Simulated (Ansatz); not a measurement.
**Antimony, simple cubic under r²SCAN: from relaxation to bulk modulus**

Aim: take antimony in the simple cubic structure, relax it, solve it on a dense k-mesh, switch on spin-orbit coupling, then scale the cell to 7 volumes from 88 to 112 % of the relaxed one and try a fit of the equation of state. The k-meshes are 10×10×10 for the relaxation; 17×17×17 for the dense run; 10×10×10 for spin-orbit coupling; 12×12×12 for the volumes.

Method: DFT r2SCAN, plane waves (500 eV) with PAW, scalar-relativistic; PAW files made under PBE, frozen cores solved again for the functional, in Ansatz 0.2.0.

**1. The structure to begin with**

The structure is cubic, space group Pm-3m (No. 221). Conventional cell: a = 3.085 Å, b = 3.085 Å, c = 3.085 Å, α = 90.00°, β = 90.00°, γ = 90.00°. Around Sb (site symmetry m-3m) lie 6 Sb at 3.08 Å.

Structure file:

```xyz
1
Lattice="3.0849 0.0000 0.0000 0.0000 3.0849 0.0000 0.0000 0.0000 3.0849" Properties=species:S:1:pos:R:3 pbc="T T T"
Sb    0.0000    0.0000    0.0000
```

**2. Relaxing cell and atoms**

Input file input.yaml:

```yaml
crystal:
  lattice:
    - [3.0848839383, 0.0, 0.0]
    - [0.0, 3.0848839383, 0.0]
    - [0.0, 0.0, 3.0848839383]
  atoms:
    - { symbol: Sb, position: [0.0, 0.0, 0.0] }
hamiltonian:
  xc: r2scan
  pseudopotentials:
    kind: paw
    azcp:
      Sb: "pseudopotentials/Sb.paw.azcp"
basis:
  ecutwfc: 500
  fft_grid_basis: typed
kpoints:
  mp_grid: { grid: [10, 10, 10], shift: [0, 0, 0] }
magnetization:
  spin_polarized: false
scf:
  occupations: { method: fermi_dirac, width: 0.1 }
relax:
  max_steps: 60
  f_tol: 0.01
  cell: {}
output:
  write_density: true
  write_potential: true
  elf: true
  volumetric_format: npy
```

Run with:

```sh
> ansatz run input.yaml --threads 1 --pin off --max-ram 3584MiB --backend cpu --events-out ev --progress --plain --runs-dir out
```

Further steps of the session: Dense single point; A two-component run at the same geometry; Equation of state: 88 %; Equation of state: 92 %; Equation of state: 96 %; Equation of state: 100 %; Equation of state: 104 %; Equation of state: 108 %; Equation of state: 112 %.

What does the calculation give? Wanted: space group; conventional cell; volume; shortest distance; gap on the mesh; relative to A7 rhombohedral; V₀, B₀, B₀′.

**Answer**, as computed:

```
                      quantity                         value
space group (spins left aside)               Pm-3m (No. 221)
             conventional cell                   a = 3.083 Å
                        volume                29.298 Å³/atom
             shortest distance                       3.083 Å
               gap on the mesh  none (levels filled in part)
   relative to A7 rhombohedral                  +62 meV/atom
                   V₀, B₀, B₀′   29.399 Å³/atom, 58 GPa, 4.9
```

What this shows: The relaxation shrank the cell by 0.2 % in volume. It lies 62 meV/atom above the element's reference form at the same level (A7 rhombohedral, from a run of its own). No gap shows: it is a metal or semimetal at this level. The total energy of the spin-orbit run lies +10.8 eV/atom from the scalar one, but the two kinds of run don't share a zero of energy: only differences within one kind count. B₀ comes out at 58 GPa. The symmetry was held, so the structure may be unstable against distortions that break it.
